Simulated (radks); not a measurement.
# Cu²⁺ in [Ne] 3s1 3p6 3d9 4s1: an all-electron calculation

Aim: the levels, the sizes of the orbitals and the parts of the energy of the copper ion Cu2+.

The numbers are computed with radks (a radial shooting solver on a logarithmic mesh, Libxc functionals) version 1 (scalar-relativistic Kohn-Sham, Wu-Cohen GGA, spin-polarised, spherical densities, point nucleus; open shells are filled with parallel spins first), except any that are marked as measured or tabulated.

## Step 1: The atom as given

```
element       : copper (Z = 29)
charge        : +2
electrons     : 27
configuration : [Ne] 3s1 3p6 3d9 4s1
```

The outer shells:

Cu²⁺
```
[Ne] core
3s [↑ ]
3p [↑↓][↑↓][↑↓]
3d [↑↓][↑↓][↑↓][↑↓][↑ ]
4s [↑ ]
```

## Step 2: The run

Input:

```text
Z 29
configuration [Ne] 3s1 3p6 3d9 4s1
relativity scalar-relativistic
functional wc,pbe
spin polarised
nucleus point
c 137.035999084
```

Command:

```sh
python run_ks.py task.json out
```

This one command runs every case of the session in turn.

**Question.** What will this run give?

As calculated:

| quantity | value |
| --- | --- |
| total energy | -1648.94329 hartree |
| exchange-correlation share of it | 3.99 % |
| −T/E | 1.0149 |
| highest occupied level | 4s up, -25.624 eV |
| most extended occupied level | 4s up, <r> = 2.15 bohr |
| radius at density 0.001 e/bohr³ | 3.36 bohr |
| maxima of the radial density | 3 |

The radial density shows 3 maxima for 4 occupied principal shells; where shells overlap, one shows as a shoulder or not at all. Relativity lifts −T/E to 1.015. This is not the tabulated ground configuration, so its levels and sizes aren't those of the ground state, and no measured value stands beside it.
